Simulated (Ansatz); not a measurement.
**W3N4: a short molecular-dynamics run**

Program: Ansatz 0.2.0. Level of theory: DFT PBE, plane waves, PAW, scalar-relativistic, no spin polarisation. These are calculated values, not measurements.

### Step 1. The system as given

The cell holds 7 atoms (N4W3): a = 4.030 Å, b = 4.091 Å, c = 4.119 Å, α = 88.12°, β = 88.26°, γ = 89.32°.

Structure file:

```
N W
1.0
     4.02951    0.02352    0.06180
     0.02352    4.08992    0.06713
     0.06180    0.06713    4.11749
N W
4 3
Direct
  0.49340 0.50197 0.50674
  0.50805 0.00182 0.99567
  0.01039 0.50113 0.99512
  0.99770 0.00271 0.49218
  0.50289 0.49998 0.00503
  0.00011 0.49332 0.50313
  0.49094 0.99784 0.50731
```

### Step 2. Dynamics

input.yaml reads:

```yaml
crystal:
  lattice:
    - [4.029507, 0.023517, 0.061799]
    - [0.023517, 4.089919, 0.067127]
    - [0.061799, 0.067127, 4.117495]
  atoms:
    - { symbol: "N", position: [0.493403, 0.501974, 0.506736] }
    - { symbol: "N", position: [0.508047, 0.001823, 0.995673] }
    - { symbol: "N", position: [0.010389, 0.501129, 0.995119] }
    - { symbol: "N", position: [0.9977, 0.002709, 0.492182] }
    - { symbol: W, position: [0.502892, 0.499984, 0.00503] }
    - { symbol: W, position: [0.000108, 0.493323, 0.50313] }
    - { symbol: W, position: [0.490937, 0.997842, 0.507311] }
kpoints:
  mp_grid: { grid: [4, 4, 4] }
magnetization:
  spin_polarized: false
scf:
  occupations: { method: fermi_dirac, width: 0.05 }
hamiltonian:
  pseudopotentials: { kind: paw }
  xc: pbe
basis:
  ecutwfc: 420
md:
  timestep: 1.0
  n_steps: 60
  ensemble: nvt_nose_hoover
  temperature: 900.0
  initial_velocities: maxwell_boltzmann
  seed: 554284
```

On the command line:

```console
ansatz run input.yaml --threads 2 --pin off --max-ram 2560MiB --backend cpu --events-out ev --progress --plain --runs-dir out
```

**Question.** How long does this run take on 2 threads of Intel Xeon 6975P-C (Granite Rapids), shared host, and how much memory does it need?

About 76 s, with a peak of 0.42 GiB.
